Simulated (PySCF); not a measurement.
# RbSe: basis, grid and Hamiltonian

Aim: see how much the energy and properties of RbSe depend on the numerical set-up.

Program: PySCF 2.14.0. Level of theory: each script names its method and basis. These are calculated values, not measurements.

4 further runs of the same task are left out: 1 for a known fault of the program, 3 that didn't finish.

## (1) Starting geometry

RbSe: 2 atoms, charge 0, spin multiplicity 2.

Bond lengths: Rb1–Se2 2.805 Å.

## (2) Base script

File input.py:

```python
from pyscf import gto, scf, mcscf

mol = gto.M(
    atom='Rb 0 0 0; Se 0 0 2.805',
    basis='def2-svp',
    ecp={'Rb': 'def2-svp'},
    charge=0,
    spin=1,
    verbose=4,
)
mf = scf.ROHF(mol)
mf.kernel()
mc = mcscf.CASSCF(mf, 2, 1)
mc.kernel()
mc.analyze()
mf.dip_moment()
print('orbital energies (hartree):', mf.mo_energy[..., max(0, mol.nelec[1]-3):mol.nelec[0]+3].round(4))
```

Command:

```
$ OMP_NUM_THREADS=1 python input.py
```

The log of this run is left out.

Base result: E(SCF) = -2423.368284 Eh, 10 cycles, E(CAS) − E(SCF) = 0.00000 Eh, μ = 10.47 D (of the SCF density).

The bond length is a typed value, not an optimised one.

## (3) Sbkjc

Run 1 changes basis set: def2-svp → sbkjc. The core potential changes with it: totals don't compare.

File input.py:

```python
from pyscf import gto, scf, mcscf

mol = gto.M(
    atom='Rb 0 0 0; Se 0 0 2.805',
    basis='sbkjc',
    ecp={'Rb': 'sbkjc', 'Se': 'sbkjc'},
    charge=0,
    spin=1,
    verbose=4,
)
mf = scf.ROHF(mol)
mf.kernel()
mc = mcscf.CASSCF(mf, 2, 1)
mc.kernel()
mc.analyze()
mf.dip_moment()
print('orbital energies (hartree):', mf.mo_energy[..., max(0, mol.nelec[1]-3):mol.nelec[0]+3].round(4))
```

Command:

```
$ OMP_NUM_THREADS=1 python input.py
```

## (4) Cartesian functions on

Run 2 changes Cartesian functions: off → on.

input.py, as its differences from that of step 2:

```diff
@@ -8,2 +8,3 @@
     spin=1,
+    cart=True,
     verbose=4,
```

**Question.** What will these runs give? Wanted: for each run, E(SCF); from base; SCF dipole.

**Answer**, as computed:

```
                   run  E(SCF) (hartree)  from base (eV)  cycles  SCF dipole (D)  functions
                  base      -2423.368284               0      10           10.47         56
                 sbkjc         -9.314853  not comparable       9           12.63         16
Cartesian functions on      -2423.371253         -0.0808      10           10.43         61
```

In words: Total energies from different bases, Hamiltonians or methods carry different errors, so properties are taken as differences within one set-up.
